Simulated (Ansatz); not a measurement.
# Li2Cd: the cost of one run

Method: DFT PBE, scalar-relativistic, plane waves, PAW, in Ansatz 0.2.0.

**1. Starting point**

The structure is tetragonal, space group I4/mmm (No. 139). Conventional cell: a = 3.720 Å, b = 3.720 Å, c = 9.125 Å, α = 90.00°, β = 90.00°, γ = 90.00°. Li (site symmetry 4mm) is surrounded by 5 Li at 3.01 to 3.05 Å and 5 Cd at 3.03 to 3.06 Å. Around Cd (site symmetry 4/mmm) lie 10 Li at 3.03 to 3.06 Å.

As a file:

```cif
data_structure
_symmetry_space_group_name_H-M 'P 1'
_symmetry_Int_Tables_number 1
_cell_length_a 5.2667
_cell_length_b 5.2667
_cell_length_c 5.2667
_cell_angle_alpha 138.639
_cell_angle_beta 138.639
_cell_angle_gamma 59.926
_cell_volume 63.14
loop_
_atom_site_label
_atom_site_type_symbol
_atom_site_fract_x
_atom_site_fract_y
_atom_site_fract_z
_atom_site_occupancy
Li1 Li 0.66500 0.66500 0.00000 1
Li2 Li 0.33500 0.33500 0.00000 1
Cd1 Cd 0.00000 0.00000 0.00000 1
```

This is candidate A: MoSi2 (C11b) type (I4/mmm, No. 139).

(A quick probe on a coarse mesh, which set the mesh and smearing, is not shown.)

**3. Full relaxation (candidate A)**

input.yaml reads:

```yaml
crystal:
  lattice:
    - [-1.8599717386, 1.8599717386, 4.5627431713]
    - [1.8599717386, -1.8599717386, 4.5627431713]
    - [1.8599717386, 1.8599717386, -4.5627431713]
  atoms:
    - { symbol: Li, position: [0.665, 0.665, 0.0] }
    - { symbol: Li, position: [0.335, 0.335, 0.0] }
    - { symbol: Cd, position: [0.0, 0.0, 0.0] }
basis:
  ecutwfc: 420
kpoints:
  mp_grid: { grid: [18, 18, 18] }
hamiltonian:
  xc: pbe
scf:
  occupations: { method: gaussian, width: 0.1 }
output:
  forces: true
  stress: true
  eigenvalues: true
  write_density: true
  write_potential: true
  elf: true
  volumetric_format: npy
relax:
  adjacent_minimum: "off"
  f_tol: 0.01
  max_steps: 80
  cell: { stress_tol: 0.05 }
```

Launch:

```sh
ansatz run input.yaml --threads 1 --pin off --max-ram 2560MiB --backend cpu --events-out ev --progress --plain --runs-dir out
```

What time and memory should one allow on 1 thread of Arm Neoverse V1, shared host?

About 4.5 min, with a peak of 0.71 GiB.
